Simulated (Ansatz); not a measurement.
**ClFH4Si2: up Jacob's ladder to CCSD(T)**

The task here is to estimate one member of a computed series from the others.

Computed with Ansatz 0.2.0, Gaussian basis. Level: functionals in def2-TZVPP, the program's frozen cores in correlated methods.

Plan: LDA (SPW92), PBE-D4, revPBE-D4, BLYP-D4, r2SCAN-D4, B97M-V, PBE0-D4, B3LYP-D4, r2SCANh-D4, r2SCAN0-D4, HSE06-D4, BHLYP-D4, CAM-B3LYP-D4, LC-ωPBE, ωB97X-V, ωB97M-V, B2PLYP, PBE-QIDH; CCSD(T)/def2-SVP; CCSD(T)/def2-TZVPP; MP2/def2-QZVPP; extrapolation to the limit; RPA on PBE.

## The geometry

All runs share one geometry, relaxed beforehand with PBE0-D4 in a triple-zeta def2 set.

SMILES `F[SiH]([SiH3])Cl`, 8 atoms, charge 0, spin multiplicity 1.

Atoms are counted from 1 here; the program's logs count them from 0.

Bond lengths: F1–Si2 1.597 Å, Si2–Si3 2.339 Å, Si2–Cl4 2.049 Å, Si2–H5 1.481 Å, Si3–H6 1.487 Å, Si3–H7 1.486 Å, Si3–H8 1.485 Å. Angles: F1–Si2–Si3 109.8°, F1–Si2–Cl4 107.9°, F1–Si2–H5 107.2°, Si3–Si2–Cl4 109.0°, Si3–Si2–H5 115.4°, Cl4–Si2–H5 107.3°, Si2–Si3–H6 110.0°, Si2–Si3–H7 108.3°, Si2–Si3–H8 109.2°, H6–Si3–H7 109.5°, H6–Si3–H8 109.9°, H7–Si3–H8 109.9°.

Set-up of the first run:

Contents of in.yaml:

```yaml
crystal:
  periodic: [false, false, false]
  atoms:
    - {symbol: F, position_ang: [-1.329010, 1.796786, 0.161190]}
    - {symbol: Si, position_ang: [-0.382923, 0.812798, -0.667701]}
    - {symbol: Si, position_ang: [0.538994, -0.792990, 0.761296]}
    - {symbol: Cl, position_ang: [-1.534069, -0.130112, -2.075926]}
    - {symbol: H, position_ang: [0.596573, 1.655450, -1.392306]}
    - {symbol: H, position_ang: [1.355680, -0.131068, 1.812333]}
    - {symbol: H, position_ang: [1.403548, -1.693849, -0.044400]}
    - {symbol: H, position_ang: [-0.556592, -1.574115, 1.389614]}
basis:
  gaussian: {orbitals: def2-TZVPP}
hamiltonian: {xc: lda}
output: {orbitals: {seedname: orbitals}}
```

Steps of the session up to this table: LDA; PBE-D4 (GGA); revPBE-D4 (GGA); BLYP-D4 (GGA); r2SCAN-D4 (meta-GGA); B97M-V (meta-GGA); PBE0-D4 (hybrid); B3LYP-D4 (hybrid); r2SCANh-D4 (hybrid); r2SCAN0-D4 (hybrid); HSE06-D4 (hybrid); BHLYP-D4 (hybrid); CAM-B3LYP-D4 (range-separated); LC-ωPBE-D4 (range-separated; the results give it without D4); ωB97X-V (range-separated); ωB97M-V (range-separated); B2PLYP (double hybrid); PBE-QIDH (double hybrid).

One table of the session follows, with a row left open; its other results are not shown here.

It belongs to the step «Frontier levels by functional». 

```
  functional  HOMO (eV)  gap (eV)
 LDA (SPW92)      -7.26      5.59
      PBE-D4      -7.17      5.72
   revPBE-D4      -7.14      5.79
     BLYP-D4      -7.05      5.79
   r2SCAN-D4      -7.47      6.30
      B97M-V      -7.59      6.23
     PBE0-D4      -8.40      7.81
    B3LYP-D4      -8.20      7.44
  r2SCANh-D4      -7.92      7.05
  r2SCAN0-D4      -8.59      8.16
    HSE06-D4      -8.00      7.03
    BHLYP-D4      -9.54      9.90
CAM-B3LYP-D4      -9.71     10.21
     LC-ωPBE     -11.02     12.62
     ωB97X-V     -10.69     12.19
     ωB97M-V          ?         ?
```

**Question.** Estimate the row for ωB97M-V.

The run gave: HOMO (eV): -10.45; gap (eV): 11.68. In the column «HOMO (eV)» it lies between ωB97X-V (-10.69) and CAM-B3LYP-D4 (-9.71).
